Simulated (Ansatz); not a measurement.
**C3H4F4O: a ladder of functionals and wavefunction methods**

The task here is to estimate one member of a computed series from the others.

Computed with Ansatz 0.2.0, Gaussian basis. Level: functionals in def2-TZVPP, the program's frozen cores in correlated methods.

Plan: LDA (SPW92), PBE-D4, revPBE-D4, BLYP-D4, r2SCAN-D4, B97M-V, PBE0-D4, B3LYP-D4, r2SCANh-D4, r2SCAN0-D4, HSE06-D4, BHLYP-D4, CAM-B3LYP-D4, LC-ωPBE, ωB97X-V, ωB97M-V, B2PLYP, PBE-QIDH; CCSD(T)/def2-SVP; MP2/def2-TZVPP; MP2/def2-QZVPP; RPA on PBE.

## The geometry

All runs share one geometry, relaxed beforehand with PBE0-D4 in a triple-zeta def2 set.

SMILES `FCCOC(F)(F)F`, 12 atoms, charge 0, spin multiplicity 1.

Atoms are counted from 1 here; the program's logs count them from 0.

Bond lengths: F1–C2 1.376 Å, C2–C3 1.498 Å, C2–H9 1.094 Å, C2–H10 1.094 Å, C3–O4 1.427 Å, C3–H11 1.093 Å, C3–H12 1.095 Å, O4–C5 1.336 Å, C5–F6 1.340 Å, C5–F7 1.321 Å, C5–F8 1.343 Å. Angles: F1–C2–C3 110.7°, F1–C2–H9 108.4°, F1–C2–H10 108.3°, C3–C2–H9 109.2°, C3–C2–H10 110.7°, H9–C2–H10 109.5°, C2–C3–O4 108.0°, C2–C3–H11 110.2°, C2–C3–H12 109.4°, O4–C3–H11 110.0°, O4–C3–H12 109.8°, H11–C3–H12 109.4°, C3–O4–C5 115.9°, O4–C5–F6 112.7°, O4–C5–F7 108.4°, O4–C5–F8 112.5°, F6–C5–F7 108.4°, F6–C5–F8 106.4° and more.

The first run:

Contents of in.yaml:

```yaml
crystal:
  periodic: [false, false, false]
  atoms:
    - {symbol: F, position_ang: [1.219947, 0.832395, 1.989002]}
    - {symbol: C, position_ang: [1.381519, -0.231096, 1.130974]}
    - {symbol: C, position_ang: [0.124901, -0.482275, 0.355048]}
    - {symbol: O, position_ang: [-0.034670, 0.580574, -0.584298]}
    - {symbol: C, position_ang: [-1.174791, 0.578230, -1.280651]}
    - {symbol: F, position_ang: [-2.257666, 0.693344, -0.499794]}
    - {symbol: F, position_ang: [-1.153915, 1.599734, -2.117801]}
    - {symbol: F, position_ang: [-1.338496, -0.548285, -1.992797]}
    - {symbol: H, position_ang: [1.622239, -1.119296, 1.723109]}
    - {symbol: H, position_ang: [2.212773, -0.005128, 0.457394]}
    - {symbol: H, position_ang: [-0.734543, -0.517713, 1.029652]}
    - {symbol: H, position_ang: [0.209601, -1.435681, -0.175837]}
basis:
  gaussian: {orbitals: def2-TZVPP}
hamiltonian: {xc: lda}
output: {orbitals: {seedname: orbitals}}
```

Started as:

```sh
$ ansatz run in.yaml --threads 4 --pin off --events-out ev --progress --plain --max-ram 11315MiB
```

Steps of the session up to this table: LDA; PBE-D4 (GGA); revPBE-D4 (GGA); BLYP-D4 (GGA); r2SCAN-D4 (meta-GGA); B97M-V (meta-GGA); PBE0-D4 (hybrid); B3LYP-D4 (hybrid); r2SCANh-D4 (hybrid); r2SCAN0-D4 (hybrid); HSE06-D4 (hybrid); BHLYP-D4 (hybrid); CAM-B3LYP-D4 (range-separated); LC-ωPBE (range-separated); ωB97X-V (range-separated); ωB97M-V (range-separated); B2PLYP (double hybrid); PBE-QIDH (double hybrid).

One of the session's tables, all rows but one given; the rest of the session is left out.

It belongs to the step «Frontier levels by functional». 

```
  functional  HOMO (eV)  LUMO (eV)  gap (eV)
 LDA (SPW92)      -8.05       0.26      8.31
      PBE-D4      -7.86       0.41      8.26
   revPBE-D4      -7.78       0.48      8.25
     BLYP-D4      -7.80       0.35      8.15
   r2SCAN-D4      -8.27       1.21      9.48
      B97M-V      -8.43       0.58      9.01
     PBE0-D4      -9.63       1.21     10.85
    B3LYP-D4          ?          ?         ?
  r2SCANh-D4      -8.93       1.46     10.40
  r2SCAN0-D4      -9.93       1.79     11.71
    HSE06-D4      -9.22       0.84     10.06
    BHLYP-D4     -11.38       1.75     13.13
CAM-B3LYP-D4     -11.17       1.93     13.10
     LC-ωPBE     -12.49       3.28     15.77
     ωB97X-V     -12.16       3.09     15.25
     ωB97M-V     -12.08       2.63     14.71
```

Q: Estimate the row for B3LYP-D4 from the others.

Worked estimate for «HOMO (eV)». Against the share of exact exchange, BLYP-D4 (0, -7.80), BHLYP-D4 (0.5, -11.38) give a slope of -7.16 per unit share; at 0.2 the line stands at -9.23.

**Answer.** HOMO (eV): -9.39; LUMO (eV): 0.83; gap (eV): 10.22. In «HOMO (eV)» the line misses by +0.16.
